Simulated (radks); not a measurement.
# Tm⁶¹⁺ in 1s1 2s2 2p4 3p1: an all-electron calculation

An exercise on one series of results from a longer session: the logs are not shown, and one member is left open.

Program: radks (a radial shooting solver on a logarithmic mesh, Libxc functionals) version 1. Level of theory: Dirac Kohn-Sham, PBE, spin-unpolarised, spherical densities, point nucleus; open shells are shared between the two j in proportion to 2j + 1. These are calculated values, not measurements, unless marked.

## Starting point

| Quantity | Value |
| --- | --- |
| element | thulium (Z = 69) |
| charge | +61 |
| electrons | 8 |
| configuration | 1s1 2s2 2p4 3p1 |

The outer shells:

Tm⁶¹⁺
```
1s [↑ ]
2s [↑↓]
2p [↑↓][↑ ][↑ ]
3p [↑ ][  ][  ]
```

The first run:

Settings of this run:

```text
Z 69
configuration 1s1 2s2 2p4 3p1
relativity Dirac
functional pbe,pbe
spin unpolarised
j_filling average
nucleus point
c 137.035999084
```

One table of the session follows, with a row left open; its other results are not shown here.

It belongs to the step «Orbitals and density». From the orbitals of this run (lengths in bohr):

```
level      <r>  outermost maximum (interpolated)  90 % within
1s1/2  0.01987                            0.0125       0.0360
2s1/2  0.08120                            0.0703        0.126
2p1/2        ?                                 ?            ?
2p3/2  0.07383                            0.0582        0.119
3p1/2   0.1796                             0.171        0.267
3p3/2   0.1896                             0.181        0.281
```

**Question.** Estimate the row for 2p1/2.

**Answer.** <r>: 0.06691; outermost maximum (interpolated): 0.0522; 90 % within: 0.110. In the column «<r>» it lies between 1s1/2 (0.01987) and 2p3/2 (0.07383).
